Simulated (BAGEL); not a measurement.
# singlet [SiNH4O2]+: levels of theory compared

Wanted: a comparison of 6 runs (HF/3-21G, HF/cc-pVDZ, B3LYP/6-31G*, B3LYP/cc-pVDZ, PBE0/cc-pVDZ, RI-MP2/cc-pVDZ) of singlet [SiNH4O2]+. 

Program for the calculation: BAGEL 1.2.2.

14 further runs of the same task are left out: 14 set aside as unsound or not needed.

## Step 1: The structure to begin with

[SiNH4O2]+: 8 atoms, total charge +1, spin state singlet. SMILES of the parent species: `N[Si](O)O`. The shape is that of a PBE0-D4/def2-TZVP optimisation. This is one conformer, not always the lowest. That shape belongs to the parent species and isn't relaxed for this state.

Bond lengths: N1–Si2 1.700 Å, Si2–O3 1.651 Å, Si2–O4 1.651 Å, N1–H5 1.006 Å, N1–H6 1.006 Å, O3–H7 0.958 Å, O4–H8 0.958 Å. Angles: N1–Si2–O3 104.3°, N1–Si2–O4 104.3°, O3–Si2–O4 116.1°, Si2–N1–H5 120.9°, Si2–N1–H6 120.9°, Si2–O3–H7 115.7°, Si2–O4–H8 115.7°, H5–N1–H6 112.9°.

## Step 2: The energy at HF/3-21G (density fitting with qzvpp-jkfit) (run 1)

Contents of calc.json:

```json
{ "bagel" : [

{
  "title" : "molecule",
  "basis" : "3-21g",
  "df_basis" : "qzvpp-jkfit",
  "angstrom" : true,
  "geometry" : [
    { "atom" : "N", "xyz" : [      -0.498000,       1.267000,       0.129300 ] },
    { "atom" : "Si", "xyz" : [       0.096000,      -0.243600,      -0.376000 ] },
    { "atom" : "O", "xyz" : [       1.641600,      -0.288300,       0.202600 ] },
    { "atom" : "O", "xyz" : [      -0.956500,      -1.334700,       0.277900 ] },
    { "atom" : "H", "xyz" : [       0.071200,       2.094000,       0.065100 ] },
    { "atom" : "H", "xyz" : [      -1.483600,       1.467400,       0.110500 ] },
    { "atom" : "H", "xyz" : [       2.250900,      -0.848000,      -0.280900 ] },
    { "atom" : "H", "xyz" : [      -1.029400,      -2.171000,      -0.184200 ] }
  ]
},

{ "title" : "hf", "charge" : 1 },

{ "title" : "print", "file" : "orbitals.molden", "orbitals" : true }

]}
```

On the command line:

```
$ BAGEL_NUM_THREADS=1 BAGEL calc.json > calc.out
```

Log:

```text
* using 1 threads per process

  ===============================================================
  ===============================================================

  *** Geometry ***

  { "atom" : "N", "xyz" : [     -0.941084,      2.394283,      0.244342 ] },
  { "atom" : "Si", "xyz" : [      0.181414,     -0.460337,     -0.710537 ] },
  { "atom" : "O", "xyz" : [      3.102174,     -0.544808,      0.382859 ] },
  { "atom" : "O", "xyz" : [     -1.807523,     -2.522217,      0.525155 ] },
  { "atom" : "H", "xyz" : [      0.134549,      3.957087,      0.123021 ] },
  { "atom" : "H", "xyz" : [     -2.803598,      2.772984,      0.208815 ] },
  { "atom" : "H", "xyz" : [      4.253585,     -1.602488,     -0.530824 ] },
  { "atom" : "H", "xyz" : [     -1.945284,     -4.102595,     -0.348088 ] },

  Number of auxiliary basis functions:      431

  Since a DF basis is specified, we compute 2- and 3-index integrals:
    o Being stored without compression. Storage requirement is 0.008 GB

  Number of basis functions:       48
  Number of electrons      :       41

    * METHOD: MOLECULE                             0.13

  *** RHF ***

  === Nuclear Repulsion ===
   176.8424052368

      * DIIS with orbital gradients will be used.

  === RHF iteration (3-21g) ===
      0       -492.32719701          0.03546835           0.03
      1       -492.48421296          0.02274604           0.03
      2       -492.56203727          0.00139997           0.03
      3       -492.56292717          0.00038804           0.03
      4       -492.56300908          0.00026490           0.03
      5       -492.56303647          0.00006657           0.03
      6       -492.56304072          0.00002656           0.03
      7       -492.56304139          0.00000599           0.03
      8       -492.56304141          0.00000331           0.03
      9       -492.56304142          0.00000111           0.03
     10       -492.56304142          0.00000048           0.03
     11       -492.56304142          0.00000022           0.03
     12       -492.56304142          0.00000007           0.03
     13       -492.56304142          0.00000002           0.03
     14       -492.56304142          0.00000001           0.03
    * SCF iteration converged.

    * Permanent dipole moment:
           (   -0.075578,     0.350727,     2.318456) a.u.

    * METHOD: HF                                   0.50

    * METHOD: PRINT                                0.00

  ===============================================================
```

It took 0.81 s on 1 thread of Arm Neoverse V2, shared host.

## Step 3: The energy at HF/cc-pVDZ (density fitting with qzvpp-jkfit) (run 2)

Contents of hf.json:

```json
{ "bagel" : [

{
  "title" : "molecule",
  "basis" : "cc-pvdz.json",
  "df_basis" : "qzvpp-jkfit",
  "angstrom" : true,
  "geometry" : [
    { "atom" : "N", "xyz" : [   -0.498000,    1.267000,    0.129300 ] },
    { "atom" : "Si", "xyz" : [    0.096000,   -0.243600,   -0.376000 ] },
    { "atom" : "O", "xyz" : [    1.641600,   -0.288300,    0.202600 ] },
    { "atom" : "O", "xyz" : [   -0.956500,   -1.334700,    0.277900 ] },
    { "atom" : "H", "xyz" : [    0.071200,    2.094000,    0.065100 ] },
    { "atom" : "H", "xyz" : [   -1.483600,    1.467400,    0.110500 ] },
    { "atom" : "H", "xyz" : [    2.250900,   -0.848000,   -0.280900 ] },
    { "atom" : "H", "xyz" : [   -1.029400,   -2.171000,   -0.184200 ] }
  ]
},
{ "title" : "hf", "charge" : 1 },
{ "title" : "print", "file" : "orbitals.molden", "orbitals" : true }

]}
```

The basis set cc-pVDZ is read from a file made from the Basis Set Exchange's data (not shown).

On the command line:

```
$ BAGEL_NUM_THREADS=1 BAGEL hf.json > hf.out
```

Log:

```text
* using 1 threads per process

  ===============================================================
  ===============================================================

  *** Geometry ***

  { "atom" : "N", "xyz" : [     -0.941084,      2.394283,      0.244342 ] },
  { "atom" : "Si", "xyz" : [      0.181414,     -0.460337,     -0.710537 ] },
  { "atom" : "O", "xyz" : [      3.102174,     -0.544808,      0.382859 ] },
  { "atom" : "O", "xyz" : [     -1.807523,     -2.522217,      0.525155 ] },
  { "atom" : "H", "xyz" : [      0.134549,      3.957087,      0.123021 ] },
  { "atom" : "H", "xyz" : [     -2.803598,      2.772984,      0.208815 ] },
  { "atom" : "H", "xyz" : [      4.253585,     -1.602488,     -0.530824 ] },
  { "atom" : "H", "xyz" : [     -1.945284,     -4.102595,     -0.348088 ] },

  Number of auxiliary basis functions:      431

  Since a DF basis is specified, we compute 2- and 3-index integrals:
    o Being stored without compression. Storage requirement is 0.022 GB

  Number of basis functions:       80
  Number of electrons      :       41

    * METHOD: MOLECULE                             0.17

  *** RHF ***

  === Nuclear Repulsion ===
   176.8424052368

      * DIIS with orbital gradients will be used.

  === RHF iteration (cc-pvdz.json) ===
      0       -494.87389170          0.02255427           0.06
      1       -495.07976307          0.01758569           0.05
      2       -495.24044714          0.00153269           0.06
      3       -495.24206708          0.00046973           0.05
      4       -495.24223659          0.00019506           0.05
      5       -495.24226920          0.00006280           0.05
      6       -495.24227697          0.00003543           0.05
      7       -495.24227963          0.00000887           0.05
      8       -495.24227980          0.00000467           0.05
      9       -495.24227982          0.00000171           0.05
     10       -495.24227983          0.00000061           0.05
     11       -495.24227983          0.00000027           0.05
     12       -495.24227983          0.00000012           0.05
     13       -495.24227983          0.00000003           0.05
     14       -495.24227983          0.00000001           0.05
     15       -495.24227983          0.00000000           0.05
    * SCF iteration converged.

    * Permanent dipole moment:
           (   -0.059970,     0.284879,     1.934653) a.u.

    * METHOD: HF                                   0.99

    * METHOD: PRINT                                0.01

  ===============================================================
```

It took 1.4 s on 1 thread of Arm Neoverse V2, shared host; peak memory 0.099 GiB.

Runs 3 to 4 aren't shown in full; the table further down has their settings and results.

## Step 4: A single-point energy at PBE0/cc-pVDZ (density fitting with qzvpp-jkfit) (run 5)

Contents of job.json:

```json
{ "bagel" : [

{
  "title" : "molecule",
  "basis" : "cc-pvdz.json",
  "df_basis" : "qzvpp-jkfit",
  "angstrom" : true,
  "geometry" : [
    { "atom" : "N", "xyz" : [      -0.498000,       1.267000,       0.129300 ] },
    { "atom" : "Si", "xyz" : [       0.096000,      -0.243600,      -0.376000 ] },
    { "atom" : "O", "xyz" : [       1.641600,      -0.288300,       0.202600 ] },
    { "atom" : "O", "xyz" : [      -0.956500,      -1.334700,       0.277900 ] },
    { "atom" : "H", "xyz" : [       0.071200,       2.094000,       0.065100 ] },
    { "atom" : "H", "xyz" : [      -1.483600,       1.467400,       0.110500 ] },
    { "atom" : "H", "xyz" : [       2.250900,      -0.848000,      -0.280900 ] },
    { "atom" : "H", "xyz" : [      -1.029400,      -2.171000,      -0.184200 ] }
  ]
},

{
  "title" : "ks",
  "xc_func" : "pbe0",
  "charge" : 1
},

{
  "title" : "print",
  "file" : "orbitals.molden",
  "orbitals" : true
}

]}
```

The basis set cc-pVDZ is read from a file made from the Basis Set Exchange's data (not shown).

On the command line:

```
$ BAGEL_NUM_THREADS=1 BAGEL job.json > job.out
```

Log:

```text
* using 1 threads per process

  ===============================================================
  ===============================================================

  *** Geometry ***

  { "atom" : "N", "xyz" : [     -0.941084,      2.394283,      0.244342 ] },
  { "atom" : "Si", "xyz" : [      0.181414,     -0.460337,     -0.710537 ] },
  { "atom" : "O", "xyz" : [      3.102174,     -0.544808,      0.382859 ] },
  { "atom" : "O", "xyz" : [     -1.807523,     -2.522217,      0.525155 ] },
  { "atom" : "H", "xyz" : [      0.134549,      3.957087,      0.123021 ] },
  { "atom" : "H", "xyz" : [     -2.803598,      2.772984,      0.208815 ] },
  { "atom" : "H", "xyz" : [      4.253585,     -1.602488,     -0.530824 ] },
  { "atom" : "H", "xyz" : [     -1.945284,     -4.102595,     -0.348088 ] },

  Number of auxiliary basis functions:      431

  Since a DF basis is specified, we compute 2- and 3-index integrals:
    o Being stored without compression. Storage requirement is 0.022 GB

  Number of basis functions:       80
  Number of electrons      :       41

    * METHOD: MOLECULE                             0.17

  *** Kohn-Sham DFT ***

    * Removing 14178 points whose weight is below 1.00e-10
    * Grid points: 105070

  === Nuclear Repulsion ===
   176.8424052368

       - DIIS with orbital gradients will be used.

  === KS iteration (pbe0 / cc-pvdz.json) ===
      0       -468.82684318          0.10144393           0.30
      1       -414.27601014          0.16888815           0.29
      2       -458.94772346          0.12228232           0.29
      3       -487.80746735          0.12339157           0.29
      4       -496.29035660          0.02337278           0.29
      5       -496.03956403          0.03168654           0.29
      6       -496.40351692          0.01580196           0.29
      7       -496.47100008          0.01141365           0.29
      8       -496.54552831          0.00096879           0.28
      9       -496.54597423          0.00034519           0.29
     10       -496.54601501          0.00020019           0.29
     11       -496.54603226          0.00009089           0.28
     12       -496.54603522          0.00005492           0.29
     13       -496.54603622          0.00003311           0.29
     14       -496.54603677          0.00000688           0.28
     15       -496.54603680          0.00000175           0.29
     16       -496.54603680          0.00000105           0.29
     17       -496.54603680          0.00000029           0.28
     18       -496.54603680          0.00000006           0.29
     19       -496.54603680          0.00000003           0.29
     20       -496.54603680          0.00000002           0.29
     21       -496.54603680          0.00000000           0.29
    * SCF iteration converged.

    * Permanent dipole moment:
           (   -0.017833,     0.150549,     1.516988) a.u.

    * METHOD: KS                                   6.82

    * METHOD: PRINT                                0.01

  ===============================================================
```

It took 7.2 s on 1 thread of Arm Neoverse V2, shared host; peak memory 0.4 GiB.

## Step 5: The energy at RI-MP2/cc-pVDZ (density fitting with qzvpp-jkfit) (run 6)

Contents of calc.json:

```json
{ "bagel": [

{
  "title": "molecule",
  "basis": "cc-pvdz.json",
  "df_basis": "qzvpp-jkfit",
  "angstrom": "true",
  "geometry": [
    { "atom": "N", "xyz": [      -0.498000,       1.267000,       0.129300 ] },
    { "atom": "Si", "xyz": [       0.096000,      -0.243600,      -0.376000 ] },
    { "atom": "O", "xyz": [       1.641600,      -0.288300,       0.202600 ] },
    { "atom": "O", "xyz": [      -0.956500,      -1.334700,       0.277900 ] },
    { "atom": "H", "xyz": [       0.071200,       2.094000,       0.065100 ] },
    { "atom": "H", "xyz": [      -1.483600,       1.467400,       0.110500 ] },
    { "atom": "H", "xyz": [       2.250900,      -0.848000,      -0.280900 ] },
    { "atom": "H", "xyz": [      -1.029400,      -2.171000,      -0.184200 ] }
  ]
},

{
  "title": "hf",
  "charge": 1
},

{
  "title": "mp2",
  "charge": 1,
  "ncore": 8
}

]}
```

The basis set cc-pVDZ is read from a file made from the Basis Set Exchange's data (not shown).

On the command line:

```
$ BAGEL_NUM_THREADS=1 BAGEL calc.json > calc.out
```

Log:

```text
* using 1 threads per process

  ===============================================================
  ===============================================================

  *** Geometry ***

  { "atom" : "N", "xyz" : [     -0.941084,      2.394283,      0.244342 ] },
  { "atom" : "Si", "xyz" : [      0.181414,     -0.460337,     -0.710537 ] },
  { "atom" : "O", "xyz" : [      3.102174,     -0.544808,      0.382859 ] },
[... 4 lines of this table left out ...]
  { "atom" : "H", "xyz" : [     -1.945284,     -4.102595,     -0.348088 ] },

  Number of auxiliary basis functions:      431

  Since a DF basis is specified, we compute 2- and 3-index integrals:
    o Being stored without compression. Storage requirement is 0.022 GB

  Number of basis functions:       80
  Number of electrons      :       41

    * METHOD: MOLECULE                             0.17

  *** RHF ***

  === Nuclear Repulsion ===
   176.8424052368

      * DIIS with orbital gradients will be used.

  === RHF iteration (cc-pvdz.json) ===
      0       -494.87389170          0.02255427           0.05
      1       -495.07976307          0.01758569           0.05
      2       -495.24044714          0.00153269           0.05
[... 12 lines of this table left out ...]
     15       -495.24227983          0.00000000           0.05
    * SCF iteration converged.

    * Permanent dipole moment:
           (   -0.059970,     0.284879,     1.934653) a.u.

    * METHOD: HF                                   0.97

  *** RHF ***

  === Nuclear Repulsion ===
   176.8424052368

      * DIIS with orbital gradients will be used.

  === RHF iteration (cc-pvdz.json) ===
      0       -495.24227983          0.00000000           0.05
    * SCF iteration converged.

    * Permanent dipole moment:
           (   -0.059970,     0.284878,     1.934652) a.u.

  === DF-MP2 calculation ===

    * freezing 8 orbitals
    * 3-index integral transformation done
    * assembly done

      MP2 correlation energy:   -0.6418716029      0.03

      MP2 total energy:       -495.8841514323

    * METHOD: MP2                                  0.15

  ===============================================================
```

It took 1.5 s on 1 thread of Arm Neoverse V2, shared host; peak memory 0.099 GiB.

## Step 6: The series

| run | level | frozen core orbitals | energy (Eh) | HOMO energy (eV) | LUMO energy (eV) | HOMO–LUMO gap (eV) | wall time |
| --- | --- | --- | --- | --- | --- | --- | --- |
| 1 | HF/3-21G (density fitting with qzvpp-jkfit) | – | -492.563041 | -17.30 | -6.63 | 10.67 | 0.81 s |
| 2 | HF/cc-pVDZ (density fitting with qzvpp-jkfit) | – | -495.242280 | -17.52 | -6.45 | 11.08 | 1.4 s |
| 3 | B3LYP/6-31G* (density fitting with qzvpp-jkfit, spherical functions) | – | -496.872351 | -13.96 | -9.85 | 4.12 | 6.9 s |
| 4 | B3LYP/cc-pVDZ (density fitting with qzvpp-jkfit) | – | -496.908187 | -13.99 | -9.79 | 4.19 | 7.5 s |
| 5 | PBE0/cc-pVDZ (density fitting with qzvpp-jkfit) | – | -496.546037 | -14.27 | -9.60 | 4.67 | 7.2 s |
| 6 | RI-MP2/cc-pVDZ (density fitting with qzvpp-jkfit) | 8 | -495.884151 | – | – | – | 1.5 s |

## Step 7: Summary of results

| quantity | value |
| --- | --- |
| run 6: total energy | -495.88415 Eh |
| run 6: correlation energy (8 core orbitals frozen) | -641.9 mEh |

**Reading.** Over runs 1, 2, 3, 4, 5 the HOMO–LUMO gap runs from 4.12 eV (B3LYP/6-31G*) to 11.08 eV (HF/cc-pVDZ). The two ends differ in method and basis. Totals of different functionals can't be ranked against each other. All runs together took 25 s, the longest 7.5 s.
